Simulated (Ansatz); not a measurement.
CK: a ladder of basis sets, run with Ansatz 0.2.0, Python API.

Script `run_basis.py`:
```python
"""Basis-set convergence for CK."""

import ansatz
from ase import Atoms

atoms = Atoms(["K", "C"], positions=[
    (0.0, 0.0, 0.0),
    (0.0, 0.0, 2.655),
])
geometry = ansatz.Crystal.molecule_from_ase(atoms)

calculation = geometry.calculation()
calculation = calculation.functional("hf").spin("collinear", total=1)

energies = {}
for basis in ["STO-3G", "6-31G", "6-31G*", "def2-SVP", "def2-SVPD", "def2-TZVP", "def2-TZVPP"]:
    summary = calculation.basis(gaussian=basis).run(threads=1).report
    size = summary["n_frozen"] + summary["n_occupied"][0] + summary["n_virtual"][0]
    energies[basis] = (summary["reference_energy_ev"] / 27.211386246, summary["free_energy_ev"] / 27.211386246)
    print(f"{basis:14s} {size:4d} orbitals  reference {energies[basis][0]:14.6f} Ha  total {energies[basis][1]:14.6f} Ha")

last = energies["def2-TZVPP"][1]
for basis, (_, total) in energies.items():
    print(f"{basis:14s} lies {27.211386 * (total - last):9.4f} eV above def2-TZVPP")
```

How far does the total energy move along this ladder of basis sets?

Against STO-3G: 6-31G -6517.6 mHa, 6-31G* -6532.3 mHa, def2-SVP -6455.2 mHa, def2-SVPD -6460.4 mHa, def2-TZVP -6584.7 mHa and def2-TZVPP -6584.7 mHa. The last step alone is +0.00 mHa (these two sets differ little on atoms other than hydrogen).

The output:

```console
$ python run_basis.py
STO-3G           18 orbitals  reference    -630.277014 Ha  total    -630.277014 Ha
6-31G            38 orbitals  reference    -636.794572 Ha  total    -636.794572 Ha
6-31G*           50 orbitals  reference    -636.809332 Ha  total    -636.809332 Ha
def2-SVP         38 orbitals  reference    -636.732186 Ha  total    -636.732186 Ha
def2-SVPD        47 orbitals  reference    -636.737453 Ha  total    -636.737453 Ha
def2-TZVP        64 orbitals  reference    -636.861714 Ha  total    -636.861714 Ha
def2-TZVPP       64 orbitals  reference    -636.861714 Ha  total    -636.861714 Ha
STO-3G         lies  179.1788 eV above def2-TZVPP
6-31G          lies    1.8270 eV above def2-TZVPP
6-31G*         lies    1.4254 eV above def2-TZVPP
def2-SVP       lies    3.5246 eV above def2-TZVPP
def2-SVPD      lies    3.3813 eV above def2-TZVPP
def2-TZVP      lies    0.0000 eV above def2-TZVPP
def2-TZVPP     lies    0.0000 eV above def2-TZVPP
```

These settings explore the input space; basis and method may be short of convergence. The geometry is a force-field or estimated start, not a minimum of this method, and the last set is no limit. Much of the fall in a total is atomic energy, which cancels in bond and reaction energies. The species is open-shell (spin multiplicity 2). The expectation value of S² is noticeably off S(S+1) in at least one run, so that state is spin-contaminated. Totals across families of basis sets mostly measure their core functions. The spin state was assumed, and another may lie lower. The whole script took 13 s on 1 thread of Arm Neoverse V1, with other jobs on the host, peak memory 0.2 GiB.
